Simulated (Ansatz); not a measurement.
# TaTl (Pm-3m) in Ansatz: notebook, part 2 of 2

Ansatz 0.2.0. Earlier steps stand in the parts before.

**4. Relaxation of cell and atoms, PBE, target pressure 5 GPa, at which the enthalpy is minimised**

File input.yaml:

```yaml
crystal:
  lattice:
    - [3.62212054, 0.0, 0.0]
    - [0.0, 3.62212054, 0.0]
    - [0.0, 0.0, 3.62212054]
  atoms:
    - { symbol: Ta, position: [0.0, 0.0, 0.0] }
    - { symbol: Tl, position: [0.5, 0.5, 0.5] }
hamiltonian:
  xc: pbe
  pseudopotentials: { kind: paw }
kpoints:
  mp_grid: { grid: [7, 7, 7] }
scf:
  occupations: { method: fermi_dirac, width: 0.05 }
output:
  forces: true
  stress: true
  eigenvalues: true
relax:
  f_tol: 0.01
  max_steps: 40
  cell: { stress_tol: 0.05, p_target: 5.0 }
```

The run is started by

```bash
$ ansatz run input.yaml --threads 2 --pin off --max-ram 5632MiB --backend cpu --events-out ev --progress --plain --runs-dir out
```

Wall time 4 s (2 threads of Arm Neoverse V1, shared host); peak memory 0.31 GiB.

The run converged. Its results:

* Free energy: -21374.6448 eV
* Relaxed volume: 19.59 Å³/atom
* Relaxed cell: a = 3.396 Å, b = 3.396 Å, c = 3.396 Å, α = 90.00°, β = 90.00°, γ = 90.00°
* Space group after relaxing (to 0.05 Å): Pm-3m (No. 221)
* Energy change on relaxing (the enthalpy is what falls): -163.8 meV/atom
* Ionic steps: 6
* Pressure after relaxing: 5.0 GPa
* Band gap on the k mesh: none (metal or under the smearing width)

Step by step:
```csv
step,energy change (eV),largest force (eV/Å),volume (Å³)
1,0.0000,0.0000,47.52
2,-0.3489,0.0000,40.90
3,-0.2948,0.0000,38.34
4,-0.3314,0.0000,39.24
5,-0.3294,0.0000,39.18
6,-0.3275,0.0000,39.18
```

Final structure:
```
CELL_PARAMETERS angstrom
3.39629 0.00000 0.00000
0.00000 3.39629 0.00000
0.00000 0.00000 3.39629
ATOMIC_POSITIONS crystal
Ta 0.00000 0.00000 0.00000
Tl 0.50000 0.50000 0.50000
```

Levels at points of the mesh, in eV from the Fermi level:
```tsv
k point	band 10	band 11	band 12	band 13	band 14	band 15	band 16	band 17
(0.00, 0.00, 0.00)	-11.11	-1.37	-1.37	2.38	2.38	2.38	3.83	3.83
```

Caveat: the volume moved by over 15 % at a fixed basis, so the end points are rough; the plane-wave basis is chosen anew once the cell has moved, so the energies of steps on either side of that aren't comparable. The run has no spin-orbit coupling, so splittings on Ta, Tl are missing.

**5. Relaxation of cell and atoms, LDA**

input.yaml: that of step 4 with these lines changed.

```diff
@@ -9,6 +9,6 @@
 hamiltonian:
-  xc: pbe
+  xc: lda
   pseudopotentials: { kind: paw }
 kpoints:
-  mp_grid: { grid: [7, 7, 7] }
+  mp_grid: { grid: [5, 5, 5] }
 scf:
@@ -22,2 +22,2 @@
   max_steps: 40
-  cell: { stress_tol: 0.05, p_target: 5.0 }
+  cell: { stress_tol: 0.05 }
```

Potentials or basis: Ansatz PAW.

The run is started by

```bash
$ ansatz run input.yaml --threads 2 --pin off --max-ram 5632MiB --backend cpu --events-out ev --progress --plain --runs-dir out
```

The log of the run:

```text
Warning: RAYON_NUM_THREADS=2 ignored (pool sized by the plan → 2); use --threads N
Engine: ansatz 0.2.0, aarch64-unknown-linux-gnu
Pseudopotentials: kind: paw
Pseudopotential: Ta, paw, valence charge 13, recommended cutoff 420 eV (normal), Ta.paw.azcp
Pseudopotential: Tl, paw, valence charge 13, recommended cutoff 420 eV (normal), Tl.paw.azcp
Functional definition: SPW92
  exchange = slater_x
  correlation = pw_c
Crystal: 2 atoms, lattice volume = 47.521 Å³
Basis set: ecut = 420 eV, 925 PW (Γ)
Bands: 17, of which v1, the nominal top of the filled ones, is band 13 counted from 1 (12 counted from 0)
Symmetry: 48 space group operations
Space group: Pm-3m (ITA 221), of the structure as read, at distance tolerance 3.6e-5 Å
k-points: 10 of 125
Non-local potential: Ta, projectors of the file, l = 0: 3, l = 1: 2, l = 2: 2, l = 3: 1
Non-local potential: Tl, projectors of the file, l = 0: 2, l = 1: 2, l = 2: 2, l = 3: 1
PAW form: soft (Blöchl's): semilocal exchange-correlation on the pseudo side does not see the compensation charge
PAW frozen core: Ta, regenerated for the run's functional, and the local potential with it (the file was generated under x = pbe(κ = 0.804, μ = 0.2195149727645171), c = pbe(β = 0.06672455060314922))
PAW frozen core: Tl, regenerated for the run's functional, and the local potential with it (the file was generated under x = pbe(κ = 0.804, μ = 0.2195149727645171), c = pbe(β = 0.06672455060314922))
PAW one-centre angular grid: Ta, 590 points (default); XC on 64 Gauss nodes
PAW one-centre angular grid: Tl, 590 points (default); XC on 64 Gauss nodes
[... 81 lines left out ...]
  E_nonlocal   = 340.555785
  E_hartree    = 438.478474
  E_xc         = -446.638886
  E_vxc        = -348.613260  (∫ρ·V_xc dr)
  E_paw        = -18019.246494  (= ΣΔE_a)
  E_vpaw       = -396.665030  (= ΣTr[D̂ρ^β])
  E_aug_tail   = 0.000183  (compensation charges beyond the density's cutoff)
  E_ewald      = -2629.392900
  E_core_change = 0.117342  (= ΣΔE_core)
  E_smearing   = -0.014596  (= −TS)
  E_closure    = 0.000000  (closes the sum)
  Σ components = -20827.794904   (vs F -20827.794904, Δ=0.00e0)
--- Forces (eV/Å), atoms counted from 1 ---
  atom   1  Ta     0.00000000     0.00000000    -0.00000000
  atom   2  Tl     0.00000000     0.00000000     0.00000000
  max |Σ_I F_I| component: 2.73e-29 eV/Å
--- Stress (GPa, compression-positive) ---
       -0.045734      -0.000000       0.000000
       -0.000000      -0.045734       0.000000
        0.000000       0.000000      -0.045734
  P = ⅓ Tr σ = -0.0457 GPa (-0.457 kbar)
--- Band table (eV; the first three rows and the last of 10) ---
  k-point 0: bands = ["-50.8166", "-17.2432", "-17.2432", "-17.2432", "5.0581", "5.0581", "5.7157", "5.7157", "5.7157", "6.0297", "15.9555", "15.9555", "19.6894", "19.6894", "19.6894", "21.2432", "21.2432"]
  k-point 1: bands = ["-50.8146", "-17.3061", "-17.2391", "-17.2391", "5.1093", "5.2568", "5.6668", "5.6668", "5.7422", "6.7404", "15.3509", "15.8578", "18.0522", "18.0522", "19.3792", "19.5669", "23.6238"]
  k-point 2: bands = ["-50.8113", "-17.4063", "-17.2326", "-17.2326", "5.1944", "5.5511", "5.5899", "5.5899", "5.7857", "8.7855", "12.2467", "15.6937", "16.8448", "16.8448", "19.3717", "20.3613", "27.1526"]
  k-point 9: bands = ["-50.8013", "-17.3691", "-17.3691", "-17.3687", "5.2648", "5.3474", "5.3474", "6.0611", "6.0611", "11.4858", "13.8223", "13.8223", "16.6606", "19.6226", "19.6226", "19.7474", "23.3530"]
--- Relaxed structure (5 steps of the walk, 5 accepted, 1 SCFs on fresh bases) ---
  F+E_penalty+E_count = -20827.79490365 eV   max|allowed force component| = 1.157e-29 eV/Å   (the final SCF, on the basis selected at the relaxed cell)
  cell:  # Å, volume = 38.2102 Å³
    - [3.3681617081361734, -7.367685125793879e-34, -1.2037062152420222e-33]
    - [-7.367685125793879e-34, 3.3681617081361734, 6.419766481290786e-35]
    - [-1.2037062152420222e-33, 6.419766481290786e-35, 3.368161708136174]
  atoms:
    - { symbol: Ta, position: [1.373592890699807e-34, -2.2154724043337598e-36, -2.2154724043529022e-36] }
    - { symbol: Tl, position: [0.49999999999999994, 0.49999999999999994, 0.49999999999999994] }
```

Wall time 2.6 s (2 threads of Arm Neoverse V1, shared host); peak memory 0.29 GiB.

What came out:

```
Free energy                            : -20827.7949 eV
Relaxed volume                         : 19.11 Å³/atom
Relaxed cell                           : a = 3.368 Å, b = 3.368 Å, c = 3.368 Å, α = 90.00°, β = 90.00°, γ = 90.00°
Space group after relaxing (to 0.05 Å) : Pm-3m (No. 221)
Energy gained by relaxing              : 359.4 meV/atom
Ionic steps                            : 6
Pressure after relaxing                : 0.0 GPa
Band gap on the k mesh                 : none (metal or under the smearing width)
```

Step by step:
```
step  energy change (eV)  largest force (eV/Å)  volume (Å³)
   1              0.0000                0.0000        47.52
   2             -0.6390                0.0000        40.90
   3             -0.6906                0.0000        36.72
   4             -0.7199                0.0000        38.41
   5             -0.7205                0.0000        38.21
   6             -0.7189                0.0000        38.21
```

Final structure:
```
Ta Tl
1.0
     3.36816    0.00000    0.00000
     0.00000    3.36816    0.00000
     0.00000    0.00000    3.36816
Ta Tl
1 1
Cartesian
  0.0000 0.0000 0.0000
  1.6841 1.6841 1.6841
```

Caveat: the volume moved by over 15 % at a fixed basis, so the end points are rough; the plane-wave basis is chosen anew once the cell has moved, so the energies of steps on either side of that aren't comparable; the PAW data sets come from PBE, with cores solved anew for the run's functional, which leaves a small shift of forces and pressure.

**6. Summary**

| level | cell | k mesh | target pressure (GPa) | gap on the mesh (eV) | pressure (GPa) | relaxed volume (Å³/atom) |
| --- | --- | --- | --- | --- | --- | --- |
| PBE | relaxed | 7 × 7 × 7 | - | none | 0.0 | 20.29 |
| PBE | relaxed to 2 GPa | 7 × 7 × 7 | 2 | none | 2.0 | - |
| PBE | relaxed to 5 GPa | 7 × 7 × 7 | 5 | none | 5.0 | - |
| LDA | relaxed | 5 × 5 × 5 | - | none | 0.0 | 19.11 |

Alike in all rows: task relaxation of cell and atoms; potentials or basis Ansatz PAW; no spin polarisation; cutoff (eV) 420; smearing fermi-dirac 0.05 eV.

Caveats: the plane-wave basis is chosen anew once the cell has moved, so the energies of steps on either side of that aren't comparable; the volume moved by over 15 % at a fixed basis, so the end points are rough (some runs); the PAW data sets come from PBE, with cores solved anew for the run's functional, which leaves a small shift of forces and pressure (some runs).

Total energies depend on the potentials used, so only differences within one code and one set of settings carry meaning.
